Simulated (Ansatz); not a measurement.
## CH₃BrGe, SMILES [CH3][Ge][Br]: a relaxed scan of one distance

Computed with Ansatz 0.2.0, Python API.

`run_relaxed_scan.py`
```python
'''Relaxed scan of one distance in CH3BrGe.'''

import warnings

import ansatz as az
from ase import Atoms
import numpy as np

SETTINGS = {
    'basis': 'def2-SVP',
    'xc': 'HF',
}

warnings.simplefilter('ignore', az.DeckWarning)

atoms = Atoms(['C', 'Ge', 'Br', 'H', 'H', 'H'], positions=[
    (-0.4216, 0.3776, -0.2863),
    (0.2265, -0.3962, 1.3214),
    (1.97, -1.797, 0.7598),
    (0.4051, 1.021, -0.7953),
    (-1.3131, 1.0857, -0.0569),
    (-0.8248, -0.3551, -0.9889),
])
molecule = az.Crystal.molecule_from_ase(atoms)

setup = molecule.calculation()
setup = setup.basis(gaussian=SETTINGS['basis'])
setup = setup.functional(SETTINGS['xc'])
symbols = [site.symbol for site in molecule.cartesian_sites]
pairs = [(0, 1), (0, 3), (0, 4), (0, 5), (1, 2)]
print('held (A)   E (eV)        ', '  '.join(f'{symbols[i]}{i}-{symbols[j]}{j}' for i, j in pairs))
for length in [1.07, 1.16, 1.25, 1.39, 1.57]:
    r = setup.relax(constraints=[az.DistanceConstraint((0, 4), at=length)], force_tolerance=0.02, max_steps=60).run().report
    xyz = np.array(r['positions_ang'])
    print(f'{length:6.2f} {r["free_energy_ev"]:14.5f}  ', '  '.join(f'{np.linalg.norm(xyz[i] - xyz[j]):.3f}' for i, j in pairs))
```

```console
$ python run_relaxed_scan.py
held (A)   E (eV)         C0-Ge1  C0-H3  C0-H4  C0-H5  Ge1-Br2
  1.07  -127534.89650   1.987  1.093  1.070  1.093  2.379
  1.16  -127534.83312   1.986  1.093  1.160  1.093  2.380
  1.25  -127534.57274   1.984  1.093  1.250  1.093  2.380
  1.39  -127533.96948   1.982  1.092  1.390  1.091  2.383
  1.57  -127533.07714   1.978  1.089  1.570  1.089  2.387
```

Caveats:
- Total energies depend on the basis set; only differences at equal settings carry meaning.
- The energies are electronic: no zero-point or thermal terms, and the basis set is short of its limit.
- The script silences the warnings on its input, which a real study should read.
- Run time: 86 s on 1 thread of Arm Neoverse V1, on a shared host, peak memory 0.28 GiB.
